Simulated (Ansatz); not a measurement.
Consider an atomisation energy of H3ISn, SMILES [SnH3][I] (Ansatz 0.2.0, Python API).

Script `tae_h3isn.py`:
```python
# -*- coding: utf-8 -*-
"""Atomisation energy of H3ISn at the given geometry."""

from collections import Counter

import ansatz as az


def single_point(molecule, charge=0, unpaired=0):
    calc = (
        molecule.calculation()
        .basis(gaussian="x2c-TZVPPall")
        .functional("PBE")
        .scf(lower_state_search="off")
    )
    if charge:
        calc = calc.charge(charge)
    if unpaired:
        calc = calc.spin("collinear", total=unpaired)
    report = calc.run().report
    if report["published_state_doubts"]:
        print("  doubts:", report["published_state_doubts"])
    return report["free_energy_ev"]

mol = (
    az.Crystal.molecule()
    .atom("Sn", (-0.1167, 0.0316, -0.0742))
    .atom("I", (2.0247, -1.0779, 1.0629))
    .atom("H", (-1.4877, 0.1829, 1.0795))
    .atom("H", (-0.618, -0.8866, -1.4458))
    .atom("H", (0.2476, 1.6765, -0.6638))
)

# unpaired electrons of the ground-state atoms
unpaired = {"Sn": 2, "I": 1, "H": 1}
counts = Counter(site.symbol for site in mol.cartesian_sites)
atom_energy = {s: single_point(az.Crystal.molecule().atom(s, (0, 0, 0)), 0, unpaired[s]) for s in counts}
whole = single_point(mol, 0, 0)
for s, e in atom_energy.items():
    print(f"{s:2s} x{counts[s]}  {e:14.5f} eV")
print(f"H3ISn: {whole:.5f} eV")
split = sum(counts[s] * e for s, e in atom_energy.items()) - whole
print(f"atomisation energy (no zero-point term): {96.485332 * split:.1f} kJ/mol, {split / sum(counts.values()):.3f} eV an atom")
```

What does it cost to take this molecule apart into atoms?

1032.7 kJ/mol from the electronic energies, without the zero-point term.

The output:

`python tae_h3isn.py` gives:
```text
Sn x1   -168062.30262 eV
I  x1   -193617.89708 eV
H  x3       -13.59544 eV
H3ISn: -361731.68916 eV
atomisation energy (no zero-point term): 1032.7 kJ/mol, 2.141 eV an atom
```

The settings weren't tested for convergence. The geometry is a force-field or estimated start, not a minimum of this method, and the basis set is short of its limit. All parts are taken at fixed geometry, without zero-point energy. This functional overbinds, so such energies come out a few per cent too high (LDA far more). The spin-orbit lowering of heavy atoms is left out. It ran for 3.7 s on 1 thread of Intel(R) Xeon(R) Processor @ 2.30GHz, with other jobs on the host, peak memory 0.3 GiB.
